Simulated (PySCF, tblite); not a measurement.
# C₄H₁₀OSSi₂: geometry, infrared bands and NMR shifts

Wanted: the infrared bands and NMR shifts of C₄H₁₀OSSi₂ (`C#C[Si@H](O)SC[SiH2]C`), by calculation.

Computed with tblite 0.8.0 and PySCF 2.14.0, with density-fitted response routines of our own, on a single molecule in the gas phase. Atoms are numbered from 0 throughout.

## (1) Starting geometry

18 atoms, charge 0, multiplicity 1; geometry from: force field or distance geometry start.

Bonds of the start (Å): C0–C1 1.20, C1–Si2 1.87, Si2–O3 1.65, Si2–S4 2.15, S4–C5 1.81, C5–Si6 1.85, Si6–C7 1.84, C0–H8 1.06, Si2–H9 1.48, O3–H10 0.96, C5–H11 1.09, C5–H12 1.11, Si6–H13 1.48, Si6–H14 1.48, C7–H15 1.10, C7–H16 1.09, C7–H17 1.08.

## (2) Relaxing the molecule with GFN2-xTB

What the job is given:

```
{"job": {"kind": "relax", "xc": "GFN2-xTB", "basis": "xTB"}, "charge": 0, "multiplicity": 1}
C      3.376000     1.690400    -0.069700
C      2.949000     0.572900     0.002600
Si     2.317100    -1.181500     0.134200
O      3.023200    -2.198100    -0.959900
S      0.236400    -1.140500    -0.411800
C     -0.529800    -0.132600     0.884600
Si    -2.357700    -0.017700     0.605000
C     -2.793100     0.852900    -0.961100
H      3.742300     2.687100    -0.142300
H      2.422600    -1.719600     1.507100
H      2.651500    -2.159900    -1.848000
H     -0.088500     0.867000     0.885000
H     -0.329400    -0.587500     1.871700
H     -2.952900     0.733100     1.738400
H     -2.985900    -1.361900     0.636800
H     -3.886800     0.956200    -1.049400
H     -2.440200     0.301000    -1.837200
H     -2.362600     1.845000    -0.997600
```

On the command line:

```console
OMP_NUM_THREADS=1 python probes_run.py task.json out
```

This one command runs all jobs of the session in turn.

**Question.** This job is followed by: GFN2-xTB harmonic vibrations, gas phase; GIAO PBE0/pcSseg-1 NMR shielding, non-relativistic, gas phase. What will the session give for the following? strongest single infrared mode (GFN2-xTB); zero-point energy (GFN2-xTB); 13C shifts against TMS (PBE0/pcSseg-1); 1H shifts against TMS (PBE0/pcSseg-1, means over atoms taken as alike); 29Si shifts against TMS (PBE0/pcSseg-1); 17O shifts against H2O (PBE0/pcSseg-1); 33S shifts against CS2 (PBE0/pcSseg-1).

As calculated:

| quantity | value |
| --- | --- |
| strongest single infrared mode (GFN2-xTB) | 803 cm⁻¹, 515 km/mol |
| zero-point energy (GFN2-xTB) | 76.7 kcal/mol |
| 13C shifts against TMS (PBE0/pcSseg-1) | 101.1, 90.0, 9.2, -8.4 ppm |
| 1H shifts against TMS (PBE0/pcSseg-1, means over atoms taken as alike) | 5.26, 4.46, 4.25, 2.02, 1.90, 1.77, 1.57, 0.29 ppm |
| 29Si shifts against TMS (PBE0/pcSseg-1) | -28.6, -39.6 ppm |
| 17O shifts against H2O (PBE0/pcSseg-1) | 39.0 ppm |
| 33S shifts against CS2 (PBE0/pcSseg-1) | -163 ppm |

The optimisation took 97 steps and gained 0.181 eV; among the close pairs (by a distance rule), C5–Si6 changed most, from 1.853 to 1.908 Å. All 48 modes are real, so the xTB geometry is a minimum. Unscaled tight-binding wavenumbers are off by several per cent, some by more. Its intensities can rank the bands wrongly. At PBE0/pcSseg-1: The largest span, 292 ppm, is at C1, where the paramagnetic term is -168 ppm.
